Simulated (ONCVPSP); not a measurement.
# B: generating and testing an ONCV potential

Aim: build the potential from the settings below, then test how well it stands in for the atom: other configurations, scattering, ghost states and the plane-wave cutoff that it needs.

Method: ONCVPSP 4.0.1, LDA (Perdew-Wang 92), scalar-relativistic.

### 1 Starting point

The settings as typed:

| Quantity | Value |
| --- | --- |
| element | boron (B, Z = 5) |
| type | optimised norm-conserving Vanderbilt (ONCV) |
| frozen core | [He] |
| valence charge | 3 |
| reference configuration | 2s2 2p1 |
| partial waves | 2s: rc 1.10 bohr, ncon 4, nbas 7, qcut 7.1 1/bohr, 2 projectors, debl 0.8 Ha; 2p: rc 4.00 bohr, ncon 3, nbas 8, qcut 2.8 1/bohr, 2 projectors, debl 1.7 Ha |
| local potential | polynomial inside 0.70 bohr (lpopt 3, dvloc0 6 Ha) |
| core correction | not asked for |

### 2 Generating the potential

B.dat

```
# ATOM AND REFERENCE CONFIGURATION
# atsym  z   nc   nv     iexc    psfile
  B 5.00    1    2  -001012      upf
#
#   n    l    f
    1    0    2.00
    2    0    2.00
    2    1    1.00
#
# PSEUDOPOTENTIAL AND OPTIMIZATION
# lmax
    1
#
#   l,   rc,      ep,       ncon, nbas, qcut
    0    1.10    0.00    4    7    7.10
    1    4.00    0.00    3    8    2.80
#
# LOCAL POTENTIAL
# lloc, lpopt,  rc(5),   dvloc0
    4    3    0.70    6.00
#
# VANDERBILT-KLEINMAN-BYLANDER PROJECTORs
# l, nproj, debl
    0    2    0.80
    1    2    1.70
#
# MODEL CORE CHARGE
# icmod, fcfact, rcfact
    0    0.00    0.00
#
# LOG DERIVATIVE ANALYSIS
# epsh1, epsh2, depsh
   -2.00    5.00    0.02
#
# OUTPUT GRID
# rlmax, drl
    6.00    0.01
#
# TEST CONFIGURATIONS
# ncnf
    4
# nvcnf
#   n    l    f
    2
    2    0    2.00
    2    1    0.00
#
    2
    2    0    1.00
    2    1    0.00
#
    2
    2    0    2.00
    2    1    0.50
#
    2
    2    0    0.00
    2    1    3.00
#
```

Command:

```console
$ oncvpsp.x < B.dat > B.out
```

What the program wrote to B.out (without the consistency checks and plot data):

```text
ONCVPSP  (Optimized Norm-Conservinng Vanderbilt PSeudopotential)
scalar-relativistic version 4.0.1

#   n    l    f        energy (Ha)
    1    0    2.00    -6.5660007E+00
    2    0    2.00    -3.4484330E-01
    2    1    1.00    -1.3653230E-01

Reference configufation results
  iterations    21
  all-electron total energy (Ha)   -2.43506168D+01

Begin loop to  construct optimized pseudo wave functions
and semi-local pseudopoentials for all angular momenta

   Wellstate for l =  0  n =  3
     eigenvalue =   0.4552
     asymptotic potential =   0.9552
     half-point radius =  4.4681

Calculating optimized projector #   1

 for l=   0

    Fraction of norm inside rc  0.137470
    Optimizing pswf for qcut=   7.10 a_B^-1,  ecut=  25.19 Ha
    Residual kinetic energy error=  1.48D-04 Ha

    Energy error per electron        Cutoff
         Ha          eV             Ha
         0.01000     0.27211        6.86
         0.00100     0.02721       11.73
         0.00010     0.00272       42.65
         0.00001     0.00027       98.57

Calculating optimized projector #   2

 for l=   0

    Fraction of norm inside rc  0.074365
    Optimizing pswf for qcut=   7.10 a_B^-1,  ecut=  25.19 Ha
    Residual kinetic energy error=  4.28D-04 Ha

    Energy error per electron        Cutoff
         Ha          eV             Ha
         0.01000     0.27211        9.14
         0.00100     0.02721       18.94
         0.00010     0.00272       74.35
         0.00001     0.00027      141.03

   Wellstate for l =  1  n =  6
     eigenvalue =   1.5635
     asymptotic potential =   2.0635
     half-point radius =  7.6955

Calculating optimized projector #   1

 for l=   1

    Fraction of norm inside rc  0.906091
    Optimizing pswf for qcut=   2.80 a_B^-1,  ecut=   3.93 Ha
    Residual kinetic energy error=  2.45D-05 Ha

    Energy error per electron        Cutoff
         Ha          eV             Ha
         0.01000     0.27211        2.21
         0.00100     0.02721        2.97
         0.00010     0.00272        3.82
         0.00001     0.00027        7.32

Calculating optimized projector #   2

 for l=   1

    Fraction of norm inside rc  0.241742
    Optimizing pswf for qcut=   2.80 a_B^-1,  ecut=   3.93 Ha
    Residual kinetic energy error=  8.19D-03 Ha

    Energy error per electron        Cutoff
         Ha          eV             Ha
         0.01000     0.27211        4.05
         0.00100     0.02721       15.33
         0.00010     0.00272       28.71
         0.00001     0.00027       61.03

Construct Vanderbilt / Kleinmman-Bylander projectors

B matrix Hermiticity error, ll=   0
   1   2    1.6691E-05

  Orthonormal projector coefficients -2.1670E+01  2.8042E+00

B matrix Hermiticity error, ll=   1
   1   2   -1.0826E-05

  Orthonormal projector coefficients -1.8265E+01 -4.9990E-01

Pseudoatom total energy   -2.512774

Diagnostic tests using Vanderbilt-Kleinman-Bylander pseudopotentials
  1 or more projectors used as specified by nproj input data

   l    rcore       rmatch      e in        delta e   norm test  slope test

   0   1.1035545   1.1370608  -0.3448433   0.0000002   1.0000200   1.0000140
   0   1.1035545   1.1370608   0.4551567   0.0000120   1.0000889   1.0000889

   1   4.0175159   4.1394964  -0.1365323  -0.0000125   0.9997658   0.9997074
   1   4.0175159   4.1394964   1.5634677   0.0004845   0.9997247   0.9997247

 Testing for bound ghosts
   n   l    E NL Schr. Eq   E Basis Diag.   E Cutoff

       0                       -4.631092    152.40  WARNING - GHOST(-)
   1   0       -0.344843       -0.244534    152.40

       1                      -12.729487     18.79  WARNING - GHOST(-)
   2   1       -0.136545       -0.136406     18.79

 Testing for highly-localized positive-energy ghosts
       l    <radius>/rc     E Basis Diag.   E Cutoff

Test configuration 0

   n   l     f        eae           eps        diff
   1   0  2.0000   -6.56600070
   2   0  2.0000   -0.34484330   -0.34484313    1.65D-07
   2   1  1.0000   -0.13653230   -0.13654481   -1.25D-05

    Total energies and differences
      AE_ref= -2.43506168D+01  AE_tst= -2.43506168D+01  dif=  0.00D+00
      PS_ref= -2.51277435D+00  PS_tst= -2.51277435D+00  dif= -2.22D-15
      PSP excitation error=  2.22D-15

Test configuration 1

   n   l     f        eae           eps        diff
   1   0  2.0000   -7.04581955
   2   0  2.0000   -0.71333637   -0.69104239    2.23D-02

    Total energies and differences
      AE_ref= -2.43506168D+01  AE_tst= -2.40448129D+01  dif=  3.06D-01
      PS_ref= -2.51277435D+00  PS_tst= -2.22169620D+00  dif=  2.91D-01
      PSP excitation error=  1.47D-02

Test configuration 2

   n   l     f        eae           eps        diff
   1   0  2.0000   -7.68536116
   2   0  1.0000   -1.15148323   -1.11826706    3.32D-02

    Total energies and differences
      AE_ref= -2.43506168D+01  AE_tst= -2.31151283D+01  dif=  1.24D+00
      PS_ref= -2.51277435D+00  PS_tst= -1.31926532D+00  dif=  1.19D+00
      PSP excitation error=  4.20D-02

Test configuration 3

   n   l     f        eae           eps        diff
   1   0  2.0000   -6.78118468
   2   0  2.0000   -0.51641746   -0.51058568    5.83D-03
   2   1  0.5000   -0.30098290   -0.28890988    1.21D-02

    Total energies and differences
      AE_ref= -2.43506168D+01  AE_tst= -2.42425643D+01  dif=  1.08D-01
      PS_ref= -2.51277435D+00  PS_tst= -2.40713577D+00  dif=  1.06D-01
      PSP excitation error=  2.41D-03

Test configuration 4

psatom: WARNING lschvkbb convergence error n,l,iter=   2   1   1
ea(ii),et,emin,emax -1.657417E-01 -1.823159E-01 -1.823159E-01 -1.823159E-01
run_config: WARNING for fully non-local PS atom, stg. 2
 WARNING no output for configuration 5
```

Run time: 1.8 s. Hardware: 1 thread of AMD EPYC 9R45, shared host.

Partial waves on a coarse radial grid (AE all-electron, PS pseudo):

| r (bohr) | 2p AE | 2p PS |
| --- | --- | --- |
| 0.200 | 0.0880 | 0.0187 |
| 0.400 | 0.2363 | 0.0724 |
| 0.600 | 0.3721 | 0.1547 |
| 0.800 | 0.4775 | 0.2560 |
| 1.000 | 0.5515 | 0.3649 |
| 1.200 | 0.5973 | 0.4698 |
| 1.400 | 0.6200 | 0.5606 |
| 1.600 | 0.6246 | 0.6295 |
| 1.800 | 0.6160 | 0.6720 |
| 2.000 | 0.5978 | 0.6870 |
| 2.200 | 0.5732 | 0.6771 |
| 2.400 | 0.5444 | 0.6473 |
| 2.600 | 0.5132 | 0.6036 |
| 2.800 | 0.4809 | 0.5523 |
| 3.000 | 0.4483 | 0.4988 |
| 3.200 | 0.4161 | 0.4472 |
| 3.400 | 0.3849 | 0.4006 |
| 3.600 | 0.3549 | 0.3605 |
| 3.800 | 0.3264 | 0.3273 |
| 4.000 | 0.2994 | 0.2995 |
| 4.200 | 0.2741 | 0.2742 |
| 4.400 | 0.2505 | 0.2506 |
| 4.600 | 0.2286 | 0.2286 |
| 4.800 | 0.2082 | 0.2083 |
| 5.000 | 0.1895 | 0.1895 |
| 5.200 | 0.1722 | 0.1722 |

### 3 The configuration tests of the same run

1 test gave no usable energy difference (2s0 2p3).

Energies count from the reference configuration 2s2 2p1; the error is all-electron less pseudo.

```csv
valence configuration,charge,ΔE all-electron (eV),error AE − PS (meV)
2s2 2p0,+1,8.321,+400
2s1 2p0,+2,33.620,+1143
2s2 2p0.5,+0.5,2.940,+66
```

### 4 Does it scatter like the atom?

Taken from the files of the generation run. The phase is arctan(r·R′/R) of the radial function R, unwrapped, with energies in Ha. A pole is an energy at which the radial function vanishes at the test radius. The pseudo phase is shifted by a multiple of π to meet the all-electron one at the reference energy. Levels narrower than the energy grid can be missing from the poles. The last column is the largest difference on the grid between −0.5 and +0.5 Ha.

| channel | radius (bohr) | reference (Ha) | poles AE | poles PS | window around the reference with phases within 0.05 rad (Ha) | largest difference near zero (rad) |
| --- | --- | --- | --- | --- | --- | --- |
| s | 1.12 | -0.34 | none | none | the whole range | 0.000 |
| p | 4.07 | -0.14 | -0.08, 0.83, 2.39, 4.57 | -0.08, 1.03, 3.28 | -0.2 to 0.0 | 0.871 |

Phases (rad) along the scan:

| E (Ha) | p AE | p PS | s AE | s PS |
| --- | --- | --- | --- | --- |
| -1.98 | 1.428 | 1.437 | 0.696 | 0.698 |
| -1.62 | 1.409 | 1.420 | 0.557 | 0.558 |
| -1.26 | 1.382 | 1.395 | 0.381 | 0.381 |
| -0.90 | 1.336 | 1.352 | 0.163 | 0.163 |
| -0.54 | 1.229 | 1.255 | -0.087 | -0.087 |
| -0.18 | -0.535 | -0.482 | -0.344 | -0.344 |
| 0.18 | -2.632 | -2.144 | -0.577 | -0.577 |
| 0.54 | -4.521 | -4.261 | -0.771 | -0.771 |
| 0.90 | -4.742 | -4.643 | -0.924 | -0.924 |
| 1.26 | -5.011 | -4.902 | -1.043 | -1.043 |
| 1.62 | -7.449 | -7.442 | -1.137 | -1.136 |
| 1.98 | -7.760 | -7.721 | -1.211 | -1.211 |
| 2.34 | -7.845 | -7.786 | -1.272 | -1.271 |
| 2.70 | -7.916 | -7.820 | -1.322 | -1.321 |
| 3.06 | -8.069 | -7.843 | -1.365 | -1.363 |
| 3.42 | -10.332 | -7.861 | -1.401 | -1.399 |
| 3.78 | -10.865 | -7.877 | -1.433 | -1.431 |
| 4.14 | -10.945 | -7.894 | -1.461 | -1.458 |
| 4.50 | -10.988 | -7.912 | -1.487 | -1.483 |
| 4.86 | -11.025 | -7.937 | -1.510 | -1.505 |

### 5 Plane-wave cutoff and ghosts

Read off the output, the cutoffs (Ha) at which the residual kinetic energy of the hardest occupied pseudo-wave falls to 1 and 0.1 mHa per electron: 12 Ha and 43 Ha.

The program's own ghost test: GHOST(-) flagged for s at -126.0 eV, p at -346.4 eV; no localised positive-energy state flagged.

Cutoff (Ha) at which the first wave of each channel reaches a given error (Ha per electron):

| error | s | p |
| --- | --- | --- |
| 1.0e-02 | 6.9 | 2.2 |
| 3.2e-03 | 9.5 | 2.6 |
| 1.0e-03 | 11.7 | 3.0 |
| 3.2e-04 | 14.4 | 3.4 |
| 1.0e-04 | 42.7 | 3.8 |
| 3.2e-05 | 86.7 | 4.3 |
| 1.0e-05 | 98.6 | 7.3 |

### 6 Outcome

```
                                                quantity                                     value
  cutoffs for 1 and 0.1 mHa per electron, occupied waves                           12 Ha and 43 Ha
                                            bound ghosts          s at -126.02 eV, p at -346.39 eV
                                          GHOST(+) flags                        none at low energy
                            largest test error (AE − PS)  +1143 meV, for 2s1 2p0 (1 test unsolved)
largest phase difference near zero energy, channels read                                 0.871 rad
```

In words: It has a bound ghost (s, p), a state that the atom doesn't have, and that rules the file out. The worst unpolarised test, 2s1 2p0, is off by 1143 meV on 33.6 eV; by total energies transferability rates as poor. Of the tests 1 gave no usable energy difference, which is a warning in itself. By its cutoff, 12 Ha for the looser tolerance, it is soft on the atom at that tolerance. The tighter tolerance needs 43 Ha, and converged work needs a cutoff nearer that. At the looser tolerance the 2s wave is the slowest; 2p needs 3 Ha. Of the channels read, p scatters worst near zero energy, by up to 0.87 rad.
